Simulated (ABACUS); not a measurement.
**Ta3AsAu2O13 in ABACUS: the effect of functional**

The system is Ta3AsAu2O13.

```xyz
19
Lattice="5.2072 3.0064 4.1149 -5.2072 3.0064 4.1149 0.0000 -6.0127 4.1149" Properties=species:S:1:pos:R:3 pbc="T T T"
Au    0.0000    0.0000   11.9200
Au    0.0000    0.0000    9.2715
Ta   -1.7767    1.0258    4.2567
Ta    0.0000   -2.0516    4.2567
Ta    1.7767    1.0258    4.2567
As    0.0000    0.0000    6.8980
O    -1.3475    0.7780    6.1119
O     0.0000   -1.5560    6.1119
O     1.3475    0.7780    6.1119
O     2.5210   -0.6316    3.5826
O    -0.7135    2.4990    3.5826
O    -1.8075   -1.8674    3.5826
O     1.8075   -1.8674    3.5826
O    -2.5210   -0.6316    3.5826
O     0.7135    2.4990    3.5826
O    -3.3244    1.9194    3.9804
O     0.0000   -3.8387    3.9804
O     3.3244    1.9194    3.9804
O     0.0000    0.0000    3.8071
```

The cell was built by a generator and needn't be a form met in nature.

The cell isn't the ideal one: volume scaled by 0.98.

Alike in all runs:

| Item | Value |
| --- | --- |
| Program | ABACUS 3.10.1 |
| Task | equation of state |
| Potentials or basis | PseudoDojo NC SR 0.4.1 PBE standard |
| Cutoff | 1361 eV |
| Density cutoff | 5442 eV |
| Basis | DZP LCAO (the cutoffs set its grid) |
| k mesh | 3 × 3 × 3 |
| Occupations | fermi-dirac, width 0.05 eV |
| Spin | no spin polarisation |

One run gave: gap on the mesh 0.99 eV; pressure -1.2 GPa; largest force 0.82 eV/Å. Which functional did it use?
A. LDA
B. PBEsol
C. revPBE
D. BLYP
E. PBE

A.

| functional | gap on the mesh (eV) | pressure (GPa) | largest force (eV/Å) |
| --- | --- | --- | --- |
| LDA | 0.99 | -1.2 | 0.82 |
| PBE | 1.15 | 3.6 | 1.06 |
| PBEsol | 1.07 | 0.9 | 0.90 |
| revPBE | 1.19 | 5.1 | 1.09 |
| BLYP | 1.14 | 6.7 | 1.42 |

Caveats: the atomic orbitals were generated for these runs and aren't a published set; spin-orbit coupling is left out, which moves the levels of the heavy elements; an odd mesh through Γ misses points on the zone boundary, where band edges often lie; the basis of atomic orbitals isn't converged, which shifts pressures, moduli and gaps; the potentials were made for another functional, which shifts forces and pressure (some runs); forces of over 1 eV/Å show positions far from the minimum, so gaps and moduli don't describe the material at rest (some runs).
